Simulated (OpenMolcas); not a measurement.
# Mn⁴⁺ among point charges: CASSCF and CASPT2 levels and susceptibility

Aim: the splitting of the states of Mn⁴⁺ in the field of 6 point charges, its lowest levels with spin-orbit coupling and its magnetic susceptibility.

Method: state-averaged CASSCF and CASPT2, spin-orbit coupling by RASSI with atomic mean-field integrals. Code: OpenMolcas 26.06.

**1. Starting point**

- Species: Mn⁴⁺ (manganese, Z = 25, 21 electrons)
- Basis: ANO-RCC-VDZP [5s4p2d1f], 34 functions
- Scalar Hamiltonian: DKH2, point nucleus
- Inactive shells: 1s 2s 2p 3s 3p
- Active space: 3 electrons in 5 orbitals (3d)
- Some configurations of this space: 3d3
- Orbitals: optimised for each spin and parity, averaged over all roots

The outer shells:

3d3
```
3d [↑ ][↑ ][↑ ][  ][  ]
```

The ion sits among 6 point charges of -1.5 e arranged as a trigonal antiprism (D3d), 1.92 Å from the ion, with a polar angle of 63.5° against the regular 54.74°.

The work runs as a chain of OpenMolcas steps in one folder; each step below is one input file. Labels, J, g values, rates, χT and fits are worked out afterwards by a script from the matrices that RASSI stores. The input lists half of the charges; inversion (Group=XYZ) makes the rest.

**2. GATEWAY and SEWARD: basis and integrals**

Contents of a.inp:

```
&GATEWAY
Coord
1

Mn 0.0 0.0 0.0
Basis=ANO-RCC-VDZP
Group=XYZ
NoMove
AngMom=0.0 0.0 0.0
AMFI
XField
3 Angstrom 0
0.000000 1.718174 0.856900 -1.500000
1.487982 -0.859087 0.856900 -1.500000
1.487982 0.859087 -0.856900 -1.500000
&SEWARD
```

Run with:

```console
$ OMP_NUM_THREADS=1 MOLCAS_MEM=1689 MOLCAS_PROJECT=a pymolcas a.inp > a.log
```

**3. Reference wave functions, quartets of even parity, 10 roots**

Contents of a.inp:

```
&RASSCF
FileOrb=start.orb
Symmetry=1
Spin=4
nActEl=3 0 0
Inactive=3 6
Ras2=5 0
CIRoot=10 10 1
SDav=10
CIMx=300
Iter=120 100
PrWF=0.3
OrbListing=Nothing
MaxOrb=0
>>> COPY $Project.JobIph JOB001
```

start.orb holds the contracted functions of the basis, ordered by shell, or the orbitals of the step before.

**4. CASSCF: doublets of even parity, 40 roots**

Contents of a.inp:

```
&RASSCF
FileOrb=start.orb
Symmetry=1
Spin=2
nActEl=3 0 0
Inactive=3 6
Ras2=5 0
CIRoot=40 40 1
SDav=40
CIMx=300
Iter=120 100
PrWF=0.3
OrbListing=Nothing
MaxOrb=0
>>> COPY $Project.JobIph JOB002
```

**5. State interaction with spin-orbit coupling**

Contents of a.inp:

```
&RASSI
NrOfJobIphs=2 10 40
1 2 3 4 5 6 7 8 9 10
1 2 3 4 5 6 7 8 9 10 11 12 13 14 15 16 17 18 19 20 21 22 23 24 25 26 27
28 29 30 31 32 33 34 35 36 37 38 39 40
IphNames
JOB001
JOB002
EJob
SpinOrbit
DIPRint=1.0
SOCoupling=1000.0
Subsets=2
Property=9
'ANGMOM' 1 'ANGMOM' 2 'ANGMOM' 3 'MLTPL  1' 1 'MLTPL  1' 2 'MLTPL  1' 3
'AMFI' 1 'AMFI' 2 'AMFI' 3
SOProperty=3
'ANGMOM' 1 'ANGMOM' 2 'ANGMOM' 3
```

**6. CASPT2: IPEA 0.25, imaginary shift 0.1 (closed shells correlated: 3s 3p)**

Contents of a.inp:

```
>>> COPY JOB001 $Project.JobIph
&CASPT2
Multistate=10 1 2 3 4 5 6 7 8 9 10
NoMult
Frozen=2 3
IPEA=0.25
Imaginary=0.1
MaxIter=60
WThr=0.0 0.3 0.05
PrWF=0.5
NoMix
>>> COPY JOB002 $Project.JobIph
&CASPT2
Multistate=40 1 2 3 4 5 6 7 8 9 10 11 12 13 14 15 16 17 18 19 20 21 22
23 24 25 26 27 28 29 30 31 32 33 34 35 36 37 38 39 40
NoMult
Frozen=2 3
IPEA=0.25
Imaginary=0.1
MaxIter=60
WThr=0.0 0.3 0.05
PrWF=0.5
NoMix
```

(Steps that only read results are left out.)

What does the calculation give? Wanted: spin-free ground state; first state of the same spin within the active space; lowest level; next level.

The runs gave:

| quantity | value |
| --- | --- |
| method | SS-CASPT2, IPEA 0.25, imaginary shift 0.1 (closed shells correlated: 3s 3p) |
| spin-free ground state | 4A2, 1-fold in its orbital part |
| first state of the same spin within the active space | 4A1 at 932 cm⁻¹ |
| lowest level | 2-fold E3/2, g = 0.00, 0.00, 2.15 |
| next level | 179.9 cm⁻¹ |
| χT at 300 K | 1.05 cm³ K/mol |
| effective moment at 300 K | 2.90 μB |

Cost by method:

| method | time of its own steps | time with the reference |
| --- | --- | --- |
| A. CASSCF | 8.6 s | 8.6 s |
| B. SS-CASPT2, IPEA 0.25, imaginary shift 0.1, +3s 3p | 2.5 s | 11 s |

Times are of one thread on a shared host.

The spin-free ground state (4A2) comes to 99 % from free-ion F terms and keeps the highest spin of the shell. χT at 300 K is 1.05, against 1.88 cm³ K/mol for the spin alone, so spin-orbit coupling lowers it. CASPT2 does not keep the components of a term degenerate, and the means are used. The field of point charges can differ much from that of real complexes. Point charges carry no covalency, so the field is a model and not that of real ligands.
